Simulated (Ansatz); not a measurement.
This script makes an atomisation energy of B2ClHO, SMILES ClB1BO1 with the Python package of Ansatz (0.2.0).

`b2clho.py`:
```python
# -*- coding: utf-8 -*-
"""Energy to split B2ClHO into its atoms."""

from collections import Counter

import ansatz as az

BASIS = "cc-pVDZ"
FUNCTIONAL = "pbe0"
DISPERSION = "d4"


def energy(molecule, charge=0, unpaired=0):
    calc = molecule.calculation().basis(gaussian=BASIS).functional(FUNCTIONAL, dispersion=DISPERSION)
    if charge:
        calc = calc.charge(charge)
    if unpaired:
        calc = calc.spin("collinear", total=unpaired)
    return calc.run().report["free_energy_ev"]

geometry_ang = [
    ("Cl", [-2.3188, -0.1504, 0.0938]),
    ("B", [-0.5746, -0.4564, 0.2993]),
    ("B", [0.9114, 0.2933, 0.0492]),
    ("O", [0.7158, -1.0961, -0.1383]),
    ("H", [1.3161, 1.3358, -0.3455]),
]
molecule = az.Crystal.molecule()
for symbol, xyz in geometry_ang:
    molecule = molecule.atom(symbol, xyz)

# unpaired electrons of the ground-state atoms
unpaired = {"Cl": 1, "B": 1, "O": 2, "H": 1}
counts = Counter(site.symbol for site in molecule.cartesian_sites)
atom_energy = {s: energy(az.Crystal.molecule().atom(s, (0, 0, 0)), 0, unpaired[s]) for s in counts}
whole = energy(molecule, 0, 0)
for s, e in atom_energy.items():
    print(f"{s:2s} x{counts[s]}  {e:14.5f} eV")
print(f"B2ClHO: {whole:.5f} eV")
split = sum(counts[s] * e for s, e in atom_energy.items()) - whole
print(f"atomisation energy (no zero-point term): {96.485332 * split:.1f} kJ/mol, {split / sum(counts.values()):.3f} eV an atom")
```

What does it cost to take this molecule apart into atoms?

1858.0 kJ/mol from the electronic energies, without the zero-point term.

What the script printed:

```console
$ python b2clho.py
Cl x1    -12516.97454 eV
B  x2      -669.83334 eV
O  x1     -2040.66463 eV
H  x1       -13.61358 eV
B2ClHO: -15930.17603 eV
atomisation energy (no zero-point term): 1858.0 kJ/mol, 3.851 eV an atom
```

Total energies depend on the basis set; only differences at equal settings carry meaning. The geometry is a force-field or estimated start, not a minimum of this method, and the basis set is short of its limit. All parts are taken at fixed geometry, without zero-point energy. For Al to Cl the sets with a tight d function, cc-pV(X+d)Z, are usual. Timing: 2 s on 1 thread of AMD EPYC 7R43 64-Core Processor (Zen 3), on a shared host, peak memory 0.18 GiB.
